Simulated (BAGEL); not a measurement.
# C2H5FSi (SMILES F/C=C/[SiH3]): a chain of runs

Aim: the energy (HF/def2-SV(P)), then the energy (NEVPT2(2,2)/def2-SV(P)), then a single-point energy (CASPT2(2,2)/def2-SV(P)) of C2H5FSi. 

The calculation is run with BAGEL 1.2.2.

2 further runs of the same task are left out: 2 set aside as unsound or not needed.

### Step 1. The structure to begin with

C2H5FSi: 9 atoms, total charge 0, spin state singlet. As SMILES, `F/C=C/[SiH3]`. One bond was lengthened or shortened from a relaxed shape.

Bond lengths: F1–C2 1.336 Å, C2–C3 1.322 Å, C3–Si4 1.852 Å, C2–H5 1.086 Å, C3–H6 1.250 Å, Si4–H7 1.487 Å, Si4–H8 1.487 Å, Si4–H9 1.487 Å. Some angles: F1–C2–C3 122.8°, C2–C3–Si4 121.1°, F1–C2–H5 111.4°, C3–C2–H5 125.9°, C2–C3–H6 117.6°, Si4–C3–H6 121.3°, C3–Si4–H7 110.8°, C3–Si4–H8 110.8°, C3–Si4–H9 108.6°, H7–Si4–H8 107.9°.

### Step 2. A single-point energy at HF/def2-SV(P) (density fitting with svp-jkfit) (run 1)

File hf.json:

```json
{ "bagel" : [

{
  "title" : "molecule",
  "basis" : "def2-sv_p_.json",
  "df_basis" : "svp-jkfit",
  "geometry" : [
    { "atom" : "F", "xyz" : [ -2.27333675,  4.49030675,  0.66965469 ] },
    { "atom" : "C", "xyz" : [ -0.98529942,  2.58943124, -0.37800948 ] },
    { "atom" : "C", "xyz" : [ -0.52874159,  0.44440311,  0.81799819 ] },
    { "atom" : "Si", "xyz" : [  1.26801001, -2.13488407, -0.71986093 ] },
    { "atom" : "H", "xyz" : [ -0.39173645,  3.05165825, -2.28682183 ] },
    { "atom" : "H", "xyz" : [ -1.35323288,  0.22317666,  3.02091618 ] },
    { "atom" : "H", "xyz" : [  3.59161725, -2.74073027,  0.73844072 ] },
    { "atom" : "H", "xyz" : [ -0.28307719, -4.47171940, -0.88502299 ] },
    { "atom" : "H", "xyz" : [  1.98308237, -1.30831787, -3.30802983 ] }
  ]
},
{
  "title" : "hf"
},
{
  "title" : "print",
  "file" : "orbitals.molden",
  "orbitals" : true
}

]}
```

The basis set def2-SV(P) is read from a file made from the Basis Set Exchange's data (not shown).

Launch:

```console
$ BAGEL_NUM_THREADS=1 BAGEL hf.json > hf.out
```

The program printed:

```text
* using 1 threads per process

  ===============================================================
  ===============================================================

  *** Geometry ***

  { "atom" : "F", "xyz" : [     -2.273337,      4.490307,      0.669655 ] },
  { "atom" : "C", "xyz" : [     -0.985299,      2.589431,     -0.378009 ] },
  { "atom" : "C", "xyz" : [     -0.528742,      0.444403,      0.817998 ] },
  { "atom" : "Si", "xyz" : [      1.268010,     -2.134884,     -0.719861 ] },
  { "atom" : "H", "xyz" : [     -0.391736,      3.051658,     -2.286822 ] },
  { "atom" : "H", "xyz" : [     -1.353233,      0.223177,      3.020916 ] },
  { "atom" : "H", "xyz" : [      3.591617,     -2.740730,      0.738441 ] },
  { "atom" : "H", "xyz" : [     -0.283077,     -4.471719,     -0.885023 ] },
  { "atom" : "H", "xyz" : [      1.983082,     -1.308318,     -3.308030 ] },

  Number of auxiliary basis functions:      445

  Since a DF basis is specified, we compute 2- and 3-index integrals:
    o Being stored without compression. Storage requirement is 0.017 GB

  Number of basis functions:       70
  Number of electrons      :       40

    * METHOD: MOLECULE                             0.17

  *** RHF ***

  === Nuclear Repulsion ===
   148.2635164465

      * DIIS with orbital gradients will be used.

  === RHF iteration (def2-sv_p_.json) ===
      0       -466.59426761          0.01632826           0.04
      1       -466.70315273          0.00813602           0.04
      2       -466.72775721          0.00187756           0.04
      3       -466.72960718          0.00051621           0.04
      4       -466.72972519          0.00011027           0.04
      5       -466.72973430          0.00003142           0.04
      6       -466.72973513          0.00001870           0.04
      7       -466.72973532          0.00000410           0.04
      8       -466.72973534          0.00000174           0.04
      9       -466.72973534          0.00000081           0.04
     10       -466.72973534          0.00000027           0.04
     11       -466.72973534          0.00000012           0.04
     12       -466.72973534          0.00000005           0.04
     13       -466.72973534          0.00000002           0.04
     14       -466.72973534          0.00000000           0.04
    * SCF iteration converged.

    * Permanent dipole moment:
           (   -0.199990,     0.210793,     0.252139) a.u.

    * METHOD: HF                                   0.66

    * METHOD: PRINT                                0.01

  ===============================================================
```

It took 0.97 s on 1 thread of Arm Neoverse V1, shared host; peak memory 0.15 GiB.

### Step 3. The energy at NEVPT2(2,2)/def2-SV(P) (density fitting with svp-jkfit) (run 2)

File input.json:

```json
{ "bagel" : [

{
  "title" : "molecule",
  "basis" : "def2-sv_p_.json",
  "df_basis" : "svp-jkfit",
  "angstrom" : false,
  "geometry" : [
    { "atom" : "F", "xyz" : [    -2.27333675,     4.49030675,     0.66965469 ] },
    { "atom" : "C", "xyz" : [    -0.98529942,     2.58943124,    -0.37800948 ] },
    { "atom" : "C", "xyz" : [    -0.52874159,     0.44440311,     0.81799819 ] },
    { "atom" : "Si", "xyz" : [     1.26801001,    -2.13488407,    -0.71986093 ] },
    { "atom" : "H", "xyz" : [    -0.39173645,     3.05165825,    -2.28682183 ] },
    { "atom" : "H", "xyz" : [    -1.35323288,     0.22317666,     3.02091618 ] },
    { "atom" : "H", "xyz" : [     3.59161725,    -2.74073027,     0.73844072 ] },
    { "atom" : "H", "xyz" : [    -0.28307719,    -4.47171940,    -0.88502299 ] },
    { "atom" : "H", "xyz" : [     1.98308237,    -1.30831787,    -3.30802983 ] }
  ]
},

{ "title" : "hf" },

{ "title" : "casscf", "nstate" : 1, "nact" : 2, "nclosed" : 19, "active" : [15, 23], "maxiter" : 200, "natocc" : true },

{ "title" : "nevpt2", "nstate" : 1, "nact" : 2, "nclosed" : 19, "active" : [15, 23], "maxiter" : 200, "natocc" : true, "ncore" : 8 },

{ "title" : "print", "file" : "orbitals.molden", "orbitals" : true }

]}
```

The basis set def2-SV(P) is read from a file made from the Basis Set Exchange's data (not shown).

Launch:

```console
$ BAGEL_NUM_THREADS=1 BAGEL input.json > input.out
```

The program printed:

```text
* using 1 threads per process

  ===============================================================
  ===============================================================

  *** Geometry ***

  { "atom" : "F", "xyz" : [     -2.273337,      4.490307,      0.669655 ] },
  { "atom" : "C", "xyz" : [     -0.985299,      2.589431,     -0.378009 ] },
  { "atom" : "C", "xyz" : [     -0.528742,      0.444403,      0.817998 ] },
[... 5 lines of this table left out ...]
  { "atom" : "H", "xyz" : [      1.983082,     -1.308318,     -3.308030 ] },

  Number of auxiliary basis functions:      445

  Since a DF basis is specified, we compute 2- and 3-index integrals:
    o Being stored without compression. Storage requirement is 0.017 GB

  Number of basis functions:       70
  Number of electrons      :       40

    * METHOD: MOLECULE                             0.17

  *** RHF ***

  === Nuclear Repulsion ===
   148.2635164465

      * DIIS with orbital gradients will be used.

  === RHF iteration (def2-sv_p_.json) ===
      0       -466.59426761          0.01632826           0.04
      1       -466.70315273          0.00813602           0.04
      2       -466.72775721          0.00187756           0.04
[... 11 lines of this table left out ...]
     14       -466.72973534          0.00000000           0.04
    * SCF iteration converged.

    * Permanent dipole moment:
           (   -0.199990,     0.210793,     0.252139) a.u.

    * METHOD: HF                                   0.68

  ---------------------------
      CASSCF calculation
  ---------------------------

    ==== Active orbitals : =====
         Orbital 15
         Orbital 23
    ============================

    * nstate   :      1
    * nclosed  :     19
    * nact     :      2
    * nvirt    :     49
  === CASSCF iteration (def2-sv_p_.json) ===

    * Using the second-order algorithm

      0  0      -466.72981223     2.34e-05      0.01

      1  0      -466.73101306     2.38e-04      0.13
[... 15 lines of this table left out ...]
      9  0      -466.74986075     3.49e-09      0.17

    * Second-order optimization converged. *

     guess   0:   closed 1.                   open ..

  === FCI iteration ===

      0  0      -466.72946052     8.47e-02      0.00
      1  0      -466.74985390     1.21e-03      0.00
      2  0 *    -466.74986075     6.59e-16      0.00

     * ci vector, state   0, <S^2> = 0.0000
       2.     0.9928308493
       .2    -0.1195278407

    * METHOD: CASSCF                               1.81

    * freezing 8 orbitals

  === DF-NEVPT2 calculation ===

    * 3-index integral transformation done
    * assembly done

      NEVPT2 correlation energy:   -0.4935406612      0.11

          (+0)     -0.4428805837
          (+0)'    -0.0153978084
          (+1)     -0.0050333033
          (+1)'    -0.0000000000
          (+2)     -0.0001977988
          (-1)     -0.0253122129
          (-1)'     0.0000000000
          (-2)     -0.0047189541

      NEVPT2 total energy:       -467.2434014161

    * METHOD: NEVPT2                               0.19

    * METHOD: PRINT                                0.01

  ===============================================================
```

Run time: 3 s. Hardware: 1 thread of Arm Neoverse V1, shared host; peak memory 0.15 GiB.

### Step 4. A single-point energy at CASPT2(2,2)/def2-SV(P) (density fitting with svp-jkfit) (run 3)

File input.json:

```json
{ "bagel": [

{
  "title": "molecule",
  "basis": "def2-sv_p_.json",
  "df_basis": "svp-jkfit",
  "geometry": [
    { "atom": "F", "xyz": [ -2.27333675,  4.49030675,  0.66965469 ] },
    { "atom": "C", "xyz": [ -0.98529942,  2.58943124, -0.37800948 ] },
    { "atom": "C", "xyz": [ -0.52874159,  0.44440311,  0.81799819 ] },
    { "atom": "Si", "xyz": [  1.26801001, -2.13488407, -0.71986093 ] },
    { "atom": "H", "xyz": [ -0.39173645,  3.05165825, -2.28682183 ] },
    { "atom": "H", "xyz": [ -1.35323288,  0.22317666,  3.02091618 ] },
    { "atom": "H", "xyz": [  3.59161725, -2.74073027,  0.73844072 ] },
    { "atom": "H", "xyz": [ -0.28307719, -4.47171940, -0.88502299 ] },
    { "atom": "H", "xyz": [  1.98308237, -1.30831787, -3.30802983 ] }
  ]
},
{
  "title": "hf"
},
{
  "title": "casscf",
  "nstate": 1,
  "nact": 2,
  "nclosed": 19,
  "active": [15, 23],
  "maxiter": 200,
  "natocc": "true"
},
{
  "title": "print",
  "file": "orbitals.molden",
  "orbitals": "true"
},
{
  "title": "smith",
  "method": "caspt2",
  "ms": "true",
  "xms": "true",
  "sssr": "true",
  "shift": 0.2,
  "shift_imag": "true",
  "ncore": 8
}

]}
```

The basis set def2-SV(P) is read from a file made from the Basis Set Exchange's data (not shown).

Launch:

```console
$ BAGEL_NUM_THREADS=1 BAGEL input.json > input.out
```

The program printed:

```text
* using 1 threads per process

  ===============================================================
  ===============================================================

  *** Geometry ***

  { "atom" : "F", "xyz" : [     -2.273337,      4.490307,      0.669655 ] },
  { "atom" : "C", "xyz" : [     -0.985299,      2.589431,     -0.378009 ] },
  { "atom" : "C", "xyz" : [     -0.528742,      0.444403,      0.817998 ] },
[... 5 lines of this table left out ...]
  { "atom" : "H", "xyz" : [      1.983082,     -1.308318,     -3.308030 ] },

  Number of auxiliary basis functions:      445

  Since a DF basis is specified, we compute 2- and 3-index integrals:
    o Being stored without compression. Storage requirement is 0.017 GB

  Number of basis functions:       70
  Number of electrons      :       40

    * METHOD: MOLECULE                             0.17

  *** RHF ***

  === Nuclear Repulsion ===
   148.2635164465

      * DIIS with orbital gradients will be used.

[... 6 lines left out ...]
    * SCF iteration converged.
[... 1 line left out ...]
    * Permanent dipole moment:
[... 27 lines left out ...]
    * Second-order optimization converged. *
[... 9 lines left out ...]
     * ci vector, state   0, <S^2> = 0.0000
[... 16 lines left out ...]
    * Zeroth order energy : state  0       -1.1472053784
[... 3 lines left out ...]
      -------------------------------------------  CASPT2 iteration  ---------------------------------------------------
       #      aibj      arbs      arbi      airj      risj      airs      arst      rist         Etot      error   time
      ------------------------------------------------------------------------------------------------------------------

       0  -0.44173  -0.00574  -0.02599  -0.00565  -0.00030  -0.01330  -0.00000  -0.00000   -0.4927022  0.0016127   0.06
       1  -0.44198  -0.00578  -0.02610  -0.00579  -0.00032  -0.01366  -0.00000  -0.00000   -0.4936320  0.0002860   0.05
       2  -0.44200  -0.00579  -0.02610  -0.00579  -0.00032  -0.01366  -0.00000  -0.00000   -0.4936658  0.0000584   0.05
       3  -0.44200  -0.00579  -0.02611  -0.00579  -0.00033  -0.01366   0.00000  -0.00000   -0.4936669  0.0000130   0.05
       4  -0.44200  -0.00579  -0.02611  -0.00579  -0.00033  -0.01366  -0.00000  -0.00000   -0.4936670  0.0000029   0.05
       5  -0.44200  -0.00579  -0.02611  -0.00579  -0.00033  -0.01366  -0.00000   0.00000   -0.4936670  0.0000006   0.05

      ------------------------------------------------------------------------------------------------------------------

    * CASPT2 energy : state  0     -467.2461113981
        w/o shift correction       -467.2435277601
        reference weight              0.8626237897

    * METHOD: SMITH                                0.45

  ===============================================================
```

Wall time 3.6 s (1 thread of Arm Neoverse V1, shared host); peak memory 0.15 GiB.

### Step 5. Outcome

```
                                   quantity          value
         run 1, HF/def2-SV(P): total energy  -466.72974 Eh
        run 1, HF/def2-SV(P): dipole moment         0.98 D
          run 1, HF/def2-SV(P): HOMO energy      -10.61 eV
          run 1, HF/def2-SV(P): LUMO energy        3.79 eV
        run 1, HF/def2-SV(P): HOMO–LUMO gap       14.40 eV
run 2, NEVPT2(2,2)/def2-SV(P): total energy  -467.24340 Eh
run 3, CASPT2(2,2)/def2-SV(P): total energy  -467.24611 Eh
```
